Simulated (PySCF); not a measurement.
# C6H7BrO: the cost of one run

Programs: PySCF 2.14.0, with routines of our own; each step states its level. All values are computed. Atoms count from 0.

### Step 1. The starting structure

15 atoms, charge 0, multiplicity 1; geometry from: GFN2-xTB.

### Step 2. Geometry optimisation at B3LYP/def2-SV(P)

What the job is given:

```
{"job": {"xc": "B3LYP", "basis": "def2-SV(P)", "grid": 1, "kind": "geom"}, "charge": 0, "multiplicity": 1}
O     -1.789057    -0.014721     1.186837
C     -1.165835    -0.134343    -0.085346
C     -0.285416    -1.355037    -0.122468
C      1.015950    -1.288238     0.156917
C      1.663342    -0.025276     0.432552
C      0.997158     1.110692     0.228748
Br     1.827010     2.791711     0.540316
C     -0.386801     1.165246    -0.322940
H     -2.177321    -0.861244     1.432310
H     -1.950531    -0.220868    -0.856469
H     -0.776179    -2.301712    -0.296325
H      1.626834    -2.178036     0.189733
H      2.677926    -0.030874     0.798527
H     -0.329485     1.378354    -1.395618
H     -0.952008     1.972334     0.148865
```

Started as:

```console
$ OMP_NUM_THREADS=1 python excited_run.py task.json out
```

The driver reads the jobs from task.json and runs them one after another.

Q: Estimate the wall time and peak memory of this first job on 1 thread of Intel Xeon 6975P-C, shared host.

About 44 s, with a peak of 0.68 GiB.
